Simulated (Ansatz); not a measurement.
**CH₃AlFNO: up Jacob's ladder to CCSD(T)**

The task here is to estimate one member of a computed series from the others.

Program: Ansatz 0.2.0, Gaussian basis. Level of theory: functionals in def2-TZVPP, the program's frozen cores in correlated methods. These are calculated values, not measurements.

Levels to be run: LDA (SPW92), PBE-D4, revPBE-D4, BLYP-D4, r2SCAN-D4, B97M-V, PBE0-D4, B3LYP-D4, r2SCANh-D4, r2SCAN0-D4, HSE06-D4, BHLYP-D4, CAM-B3LYP-D4, LC-ωPBE, ωB97X-V, ωB97M-V, B2PLYP, PBE-QIDH; CCSD(T)/def2-SVP; CCSD(T)/def2-TZVPP; MP2/def2-QZVPP; extrapolation to the limit; RPA on PBE.

### Structure used throughout

The geometry comes from an earlier relaxation with PBE0-D4 in a triple-zeta def2 set; it is a stationary point, not always the lowest conformer.

8 atoms, charge 0, spin multiplicity 1.

Atoms are counted from 1 here; the program's logs count them from 0.

Bond lengths: N1–C2 1.327 Å, N1–H6 1.008 Å, N1–H7 1.005 Å, C2–O3 1.227 Å, C2–H8 1.100 Å, O3–Al4 2.172 Å, Al4–F5 1.680 Å. Angles: C2–N1–H6 119.6°, C2–N1–H7 121.1°, H6–N1–H7 119.3°, N1–C2–O3 123.4°, N1–C2–H8 115.2°, O3–C2–H8 121.4°, C2–O3–Al4 118.9°, O3–Al4–F5 89.9°.

As a file:

```
N     0.8306   -0.5434    1.2954
C    -0.1148   -0.1891    0.4336
O     0.1229    0.2724   -0.6781
Al   -1.5395    0.8028   -1.9721
F    -0.4555    1.2921   -3.1590
H     1.8000   -0.4358    1.0428
H     0.5955   -0.9182    2.1973
H    -1.1469   -0.3378    0.7844
```

Set-up of the first run:

in.yaml reads:

```yaml
crystal:
  periodic: [false, false, false]
  atoms:
    - {symbol: N, position_ang: [0.830561, -0.543439, 1.295433]}
    - {symbol: C, position_ang: [-0.114815, -0.189140, 0.433557]}
    - {symbol: O, position_ang: [0.122887, 0.272384, -0.678106]}
    - {symbol: Al, position_ang: [-1.539528, 0.802810, -1.972090]}
    - {symbol: F, position_ang: [-0.455497, 1.292058, -3.159028]}
    - {symbol: H, position_ang: [1.800040, -0.435779, 1.042800]}
    - {symbol: H, position_ang: [0.595494, -0.918204, 2.197344]}
    - {symbol: H, position_ang: [-1.146943, -0.337791, 0.784391]}
basis:
  gaussian: {orbitals: def2-TZVPP}
hamiltonian: {xc: lda}
output: {orbitals: {seedname: orbitals}}
```

Started as:

```bash
$ ansatz run in.yaml --threads 2 --pin off --events-out ev --progress --plain --max-ram 4352MiB
```

Steps of the session up to this table: LDA; PBE-D4 (GGA); revPBE-D4 (GGA); BLYP-D4 (GGA); r2SCAN-D4 (meta-GGA); B97M-V (meta-GGA); PBE0-D4 (hybrid); B3LYP-D4 (hybrid); r2SCANh-D4 (hybrid); r2SCAN0-D4 (hybrid); HSE06-D4 (hybrid); BHLYP-D4 (hybrid); CAM-B3LYP-D4 (range-separated); LC-ωPBE (range-separated); ωB97X-V (range-separated); ωB97M-V (range-separated); B2PLYP (double hybrid); PBE-QIDH (double hybrid).

One of the session's tables, all rows but one given; the rest of the session is left out.

It belongs to the step «Orbital energies across the functionals». 

| functional | HOMO (eV) | gap (eV) |
| --- | --- | --- |
| LDA (SPW92) | ? | ? |
| PBE-D4 | -4.36 | 2.38 |
| revPBE-D4 | -4.30 | 2.41 |
| BLYP-D4 | -4.22 | 2.35 |
| r2SCAN-D4 | -4.48 | 2.70 |
| B97M-V | -4.52 | 2.90 |
| PBE0-D4 | -5.28 | 4.40 |
| B3LYP-D4 | -5.11 | 3.97 |
| r2SCANh-D4 | -4.82 | 3.46 |
| r2SCAN0-D4 | -5.34 | 4.59 |
| HSE06-D4 | -4.88 | 3.62 |
| BHLYP-D4 | -6.07 | 6.41 |
| CAM-B3LYP-D4 | -6.48 | 6.81 |
| LC-ωPBE | -7.63 | 9.15 |
| ωB97X-V | -7.37 | 8.85 |
| ωB97M-V | -7.21 | 8.62 |

Q: Estimate the row for LDA (SPW92) from the others.

**Answer.** HOMO (eV): -4.49; gap (eV): 2.25. In the column «HOMO (eV)» it lies between B97M-V (-4.52) and r2SCAN-D4 (-4.48).
